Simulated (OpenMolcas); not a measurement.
# CCSD(T)/ANO-RCC-VDZP (DKH2) run of BrCl (bromine chloride)

Aim: the vertical ionisation energy of BrCl (bromine chloride) at CCSD(T)/ANO-RCC-VDZP (DKH2), from 2 runs. 

Program for the calculation: OpenMolcas 26.06.

3 further runs of the same task are left out: 3 that didn't finish.

## 1. The system as given

BrCl: 2 atoms, total charge 0, spin state singlet. SMILES: `ClBr`. The bond length is the measured one.

Bond lengths: Cl1–Br2 2.136 Å.

## 2. The energy at CCSD(T)/ANO-RCC-VDZP (DKH2)

Contents of job.inp:

```
* BrCl CCSD(T)

&GATEWAY
 COORD
 2
 angstrom
 Cl       0.000000       0.000000       0.000000
 Br       0.000000       0.000000       2.136065
 BASIS=ANO-RCC-VDZP
 GROUP=NoSym

&SEWARD

&SCF
 PRORBITALS=0

&RASSCF
 FILEORB=$Project.ScfOrb
 SPIN=1
 NACTEL=0 0 0
 INACTIVE=26
 RAS2=0
 OUTORBITALS=Canonical
 ORBLISTING=Nothing

&MOTRA
 JOBIPH
 FROZEN=14

&CCSDT
 CCT
 TRIPLES=2
 ITERATIONS=50
 EXTRAPOLATION=5 4
```

Started as:

```bash
export MOLCAS_MEM=1860
pymolcas job.inp > job.log
```

The log of the run:

```text
--- Start Module: gateway ---
[...]
--- Stop Module: gateway /rc=_RC_ALL_IS_WELL_ ---
[...]
      Basis functions           45
[...]
       Convergence after  10 Iterations
[...]
::    Total SCF energy                              -3065.2197616517
[...]
      Total spin, S                                     0.0000000000
[...]
      Number of active orbitals                  0
[...]
      Spin quantum number                      0.0
[...]
      Active orbitals                            0
[...]
      Number of CSFs                             1
[...]
      Number of root(s) required                 1
[...]
      Convergence after  4 iterations
[...]
      Natural orbitals and occupation numbers for root  1
      ************************************************************************************************************************
      *                                                    Final results                                                     *
      ************************************************************************************************************************
[...]
::    RASSCF root number  1 Total energy:  -3065.21976165
[...]
      Total electronic charge=   52.000000
      Total            charge=   -0.000000
[...]
      Dipole Moment (debye):
      Origin of the operator (angstrom)=    0.0000    0.0000    1.4802
                   X= -3.2702E-12               Y=  3.4704E-13               Z=  6.6614E-01           Total=  6.6614E-01
      Quadrupole Moment (debye*angstrom):
[...]
--- Start Module: motra ---
[...]
      *** WARNING: Default frozen orbitals is overwritten by user input.
      *** Default values:  19
[...]
--- Stop Module: motra /rc=_RC_ALL_IS_WELL_ ---
--- Start Module: ccsdt ---
[...]
      Convergence after                    13  Iterations
      Total energy (diff) :   -3065.51583371      -0.00000005
[...]
 METHOD                       : CCSD+T(CCSD)+<T3(1)WT1> = CCSD(T)
[...]
       CCSD     =     -3065.5158337104021
[...]
--- Stop Module: ccsdt /rc=_RC_ALL_IS_WELL_ ---
[...]
```

It took 4.5 s on 1 thread of Arm Neoverse V2, shared host; peak memory 0.39 GiB.

## 3. The doublet cation, same level

Contents of job.input:

```
>>> EXPORT MOLCAS_PRINT=2

&GATEWAY
 COORD
 2
 angstrom
 Cl       0.000000       0.000000       0.000000
 Br       0.000000       0.000000       2.136065
 BASIS=ANO-RCC-VDZP
 GROUP=NoSym

&SEWARD

&SCF
 UHF
 CHARGE=1
 SPIN=2
 PRORBITALS=0

&RASSCF
 FILEORB=$Project.UnaOrb
 SPIN=2
 NACTEL=1 0 0
 INACTIVE=25
 RAS2=1
 OUTORBITALS=Canonical
 ORBLISTING=Nothing

&MOTRA
 JOBIPH
 FROZEN=14

&CCSDT
 CCT
 TRIPLES=3
 ITERATIONS=50
 EXTRAPOLATION=5 4
```

Started as:

```bash
export MOLCAS_MEM=1860
pymolcas job.input > job.log
```

The log of the run:

```text
--- Start Module: gateway ---
[...]
--- Stop Module: gateway /rc=_RC_ALL_IS_WELL_ ---
[...]
      Basis functions           45
[...]
       Convergence after  26 Iterations
[...]
::    Total SCF energy                              -3064.8315421295
[...]
      Total spin, S                                     0.5080278261
[...]
      Number of active orbitals                  1
[...]
      Spin quantum number                      0.5
[...]
      Active orbitals                            1
[...]
      Number of CSFs                             1
[...]
      Number of root(s) required                 1
[...]
      Convergence after 11 iterations
[...]
      printout of CI-coefficients larger than  0.05 for root  1
      energy=   -3064.826867
      conf/sym  1     Coeff  Weight
             1  u   1.00000 1.00000
      Natural orbitals and occupation numbers for root  1
      sym 1:   1.000000
      ************************************************************************************************************************
      *                                                    Final results                                                     *
[...]
::    RASSCF root number  1 Total energy:  -3064.82686685
[...]
      Total electronic charge=   51.000000
      Total            charge=    1.000000
[...]
      Dipole Moment (debye):
      Origin of the operator (angstrom)=    0.0000    0.0000    1.4802
                   X=  7.5717E-12               Y=  6.8138E-13               Z=  5.2971E-01           Total=  5.2971E-01
      Center of Charge (angstrom)
[...]
--- Start Module: motra ---
[...]
      *** WARNING: Default frozen orbitals is overwritten by user input.
      *** Default values:  19
[...]
--- Stop Module: motra /rc=_RC_ALL_IS_WELL_ ---
--- Start Module: ccsdt ---
[...]
      Convergence after                    17  Iterations
      Total energy (diff) :   -3065.11636220      -0.00000008
[...]
 METHOD                       : CCSD+T(CCSD)+<T3(1)WT1>+<T3(1)UT2> = CCSD(T)
[...]
       CCSD     =     -3065.1163621987066
[...]
--- Stop Module: ccsdt /rc=_RC_ALL_IS_WELL_ ---
[...]
```

It took 5.4 s on 1 thread of Arm Neoverse V2, shared host; peak memory 0.39 GiB.

## 4. Outcome

Level: CCSD(T)/ANO-RCC-VDZP (DKH2), 14 core orbitals frozen.

```
                                                  quantity           value
                                singlet BrCl: total energy  -3065.52341 Eh
          singlet BrCl: dipole moment (mean-field density)          0.67 D
         singlet BrCl: HOMO energy (Hartree–Fock orbitals)       -11.50 eV
         singlet BrCl: LUMO energy (Hartree–Fock orbitals)         0.29 eV
       singlet BrCl: HOMO–LUMO gap (Hartree–Fock orbitals)        11.79 eV
singlet BrCl: correlation energy (14 core orbitals frozen)      -303.6 mEh
                              singlet BrCl: (T) correction       -7.58 mEh
                              doublet cation: total energy  -3065.12673 Eh
                            doublet cation: (T) correction      -10.37 mEh
        vertical ionisation energy (to the doublet cation)       10.794 eV
```

What this shows: The vertical ionisation energy comes to 10.79 eV (1041 kJ/mol). The triples (singlet BrCl) make up 2.5 % of the correlation energy.
